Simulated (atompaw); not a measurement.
# A PAW (atompaw) potential for Ag, from input to tests

Aim: build the potential from the settings below, then test how well it stands in for the atom: scattering, ghost states and the plane-wave cutoff that it needs.

Method: atompaw 4.2.0.5, PBEsol, scalar-relativistic.

## Step 1: Settings

The settings as typed:

| Property | Result |
| --- | --- |
| element | silver (Ag, Z = 47) |
| type | PAW |
| frozen core | [Ar] 3d10 |
| valence charge | 19 |
| reference configuration | 4s2 4p6 4d10 5s1 5p0 |
| partial waves | 4s (bound); 5s (bound); 4p (bound); 5p (bound, empty); 4d (bound); 4d channel at 0.7 Ry |
| local potential | troulliermartins scheme with l = 3 at 0.5 Ry, radius 1.60 bohr |
| core correction | smooth core density matched at 1.40 bohr |
| augmentation charge | sinc compensation charge, radius 1.15 bohr; PAW radius 1.60 bohr; waves and projectors: bloechl |

An earlier all-electron run gives the scale for the radii.

All-electron outer shells of the reference configuration (PBEsol, scalar-relativistic, ld1.x):

| shell | level (eV) | outermost node (bohr) | outermost maximum (bohr) |
| --- | --- | --- | --- |
| 3p | -557.22 | 0.15 | 0.32 |
| 3d | -358.49 | – | 0.27 |
| 4s | -94.97 | 0.44 | 0.82 |
| 4p | -58.51 | 0.44 | 0.87 |
| 4d | -7.45 | 0.43 | 1.04 |
| 5s | -4.42 | 1.11 | 2.49 |
| 5p | -0.67 | 1.25 | 3.76 |

## Step 2: The generation run

Ag.input reads:

```
Ag 47
GGA-PBESOL scalarrelativistic loggrid 1500 logderivrange -9 5 351
5 5 4 0 0 0
5 0 1
5 1 0
0 0 0
c
c
c
v
v
c
c
v
v
c
v
2
1.60 1.15 1.60 1.40
n
n
y
0.7
n
bloechl sinc
3 0.5 troulliermartins
PWSCFOUT
UPFDX 0.0125d0 UPFXMIN -7.d0 UPFZMESH 47.d0
END
```

Started as:

```sh
$ atompaw < Ag.input > Ag.log
```

**Question.** What will these runs give? Wanted: cutoffs for 10 and 1 mRy, occupied levels; bound ghosts; largest phase difference near zero energy, channels read; lowest eigenvalue of the overlap; share of valence orbitals outside the PAW sphere; UPF file.

As calculated:

| quantity | value |
| --- | --- |
| cutoffs for 10 and 1 mRy, occupied levels | 90 Ry and 140 Ry |
| bound ghosts | none found |
| largest phase difference near zero energy, channels read | 0.001 rad |
| lowest eigenvalue of the overlap (Bessel basis) | 0.010 (d) |
| share of valence orbitals outside the PAW sphere | 4s 3 %, 5s 94 %, 4p 6 %, 5p 99 %, 4d 31 % |
| UPF file | not written |

In words: The potential is hard: the looser tolerance needs 90 Ry. It is free of bound ghosts as far as tested. Near zero energy the phases of the channels with partial waves agree within 0.001 rad. The pseudo core plus compensation charge is negative at some radii, so no UPF file was written. All of this concerns the isolated atom, not yet a solid.
